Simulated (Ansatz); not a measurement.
# BH3Se2, SMILES B[Se][SeH]: a relaxed scan of one distance

Program: Ansatz's Python interface.

The script reads `bh3se2.xyz`:
```text
6

B    -0.45700    0.17040   -1.02630
Se   -0.16010   -1.46330    0.01730
Se    0.13170   -0.17060    1.97920
H    -1.53060    0.64810   -1.13290
H     0.39400    0.78110   -1.56670
H     1.66410   -0.02970    1.68320
```

The cells in order, each with its output:

In [1]:
```python
from dataclasses import dataclass

import ansatz as az
import numpy as np
```

In [2]:
```python
@dataclass
class RunConfig:
    basis: str = "def2-SVP"
    functional: str = "PBE0"
    dispersion: str = "d4"
```

In [3]:
```python
settings = RunConfig()
```

In [4]:
```python
bh3se2 = az.Crystal.molecule_from_extxyz("bh3se2.xyz")

calc = (
    bh3se2.calculation()
    .basis(gaussian=settings.basis)
    .functional(settings.functional, dispersion=settings.dispersion)
)
symbols = [site.symbol for site in bh3se2.cartesian_sites]
pairs = [(0, 1), (0, 3), (0, 4), (1, 2), (2, 5)]
print("held (A)   E (eV)        ", "  ".join(f"{symbols[i]}{i}-{symbols[j]}{j}" for i, j in pairs))
for length in [1.44, 1.57, 1.69, 1.88, 2.12]:
    report = calc.relax(constraints=[az.DistanceConstraint((2, 5), at=length)], force_tolerance=0.02, max_steps=60).run(threads=1, backend="cpu").report
    xyz = np.array(report["positions_ang"])
    print(f"{length:6.2f} {report['free_energy_ev']:14.5f}  ", "  ".join(f"{np.linalg.norm(xyz[i] - xyz[j]):.3f}" for i, j in pairs))
```
```text
held (A)   E (eV)         B0-Se1  B0-H3  B0-H4  Se1-Se2  Se2-H5
DeckWarning: relax.constraints: the input's atoms, or those drawn, lie off the distances that are held; a relaxation that starts there is brought onto them ahead of its first SCF, by positions alone, an atom by 6.35e-2 Å at the most. With the symmetry detection on, the symmetry is detected on the input's atoms as so brought (as typed, where only the drawn atoms reach the distances), and notices that speak of the structure as typed mean those atoms
  1.44  -131391.80701   2.040  1.206  1.206  2.341  1.440
  1.57  -131391.75056   2.042  1.205  1.206  2.333  1.570
  1.69  -131391.49380   2.044  1.205  1.206  2.324  1.690
  1.88  -131390.92580   2.049  1.206  1.205  2.306  1.880
  2.12  -131390.17217   2.056  1.206  1.205  2.283  2.120
```

Notes:
- Total energies depend on the basis set; only differences at equal settings carry meaning.
- Warnings are shown shortened and without file and line.
- The energies are electronic: no zero-point or thermal terms, and the basis set is short of its limit.
- Run time: 3.5 min on 1 thread of Arm Neoverse V2, with other jobs on the host, peak memory 0.29 GiB.
